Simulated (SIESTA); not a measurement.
The system is NaTi2O4.

```
CELL_PARAMETERS angstrom
-1.70101 2.04914 6.21440
1.70101 -2.04914 6.21440
1.70101 2.04914 -6.21440
ATOMIC_POSITIONS crystal
Ti 0.56715 0.06716 0.50000
Ti 0.91086 0.91086 0.00000
Na 0.21964 0.71964 0.50000
O 0.06727 0.06727 0.00000
O 0.84391 0.34391 0.50000
O 0.63366 0.63366 0.00000
O 0.41431 0.91431 0.50000
```

The cell comes from a database or a generator and needn't be the stable form of this composition.

| Property | Result |
| --- | --- |
| Program | SIESTA 5.4.2 |
| Task | single point |
| Functional | PBEsol |
| Potentials or basis | PseudoDojo 0.4 standard (PBEsol files) |
| Basis | DZP (energy shift 0.003 Ry; two zetas on semicore shells) |
| Grid cutoff | 800 Ry |
| Energy shift | 0.003 Ry |
| k mesh | 10 × 10 × 10 |
| Occupations | fermi-dirac, width 0.05 eV |
| Spin | no spin polarisation |

On this cell: pressure -3.4 GPa; largest force 0.184 eV/Å; band gap on the k mesh none (metal or under the smearing width).

The same run follows on a disturbed copy (atoms moved at random, drawn with an rms of 0.05 Å):

```
Ti Na O
1.0
    -1.70101    2.04914    6.21440
     1.70101   -2.04914    6.21440
     1.70101    2.04914   -6.21440
Ti Na O
2 1 4
Cartesian
  -0.0064 2.0079 0.7620
  0.0014 0.0182 11.3019
  1.7007 0.0264 2.7364
  0.0232 0.0366 0.8571
  -0.0112 2.0809 4.3134
  0.0392 -0.0051 7.8675
  1.7639 -0.0160 5.1666
```

Q: What changes?

A: The energy (extrapolated to zero smearing) moves by +27.2 meV/atom; pressure -1.2 GPa; largest force 2.790 eV/Å; band gap on the k mesh none (metal or under the smearing width).

Forces in eV/Å, atoms in the order of the input:
```
Ti   0.411  0.598  2.694
Ti  -0.293 -0.237  1.035
Na   0.017 -0.150 -0.237
O    0.041 -0.578 -0.954
O    0.506 -0.205 -0.394
O   -0.470  0.184 -0.486
O   -0.214  0.391 -1.660
```

Stress tensor (GPa, compression positive):
```
-3.74 -0.11 -1.27
-0.11 -1.25  0.35
-1.27  0.35  1.52
```

Caveats: the basis of atomic orbitals isn't converged, which shifts pressures, moduli and gaps; an odd number of electrons without spin polarisation forces a metal; a magnetic or distorted state may lie lower; semilocal functionals often make such compounds metallic where correlation or magnetic order opens a gap, which also shifts bond lengths.
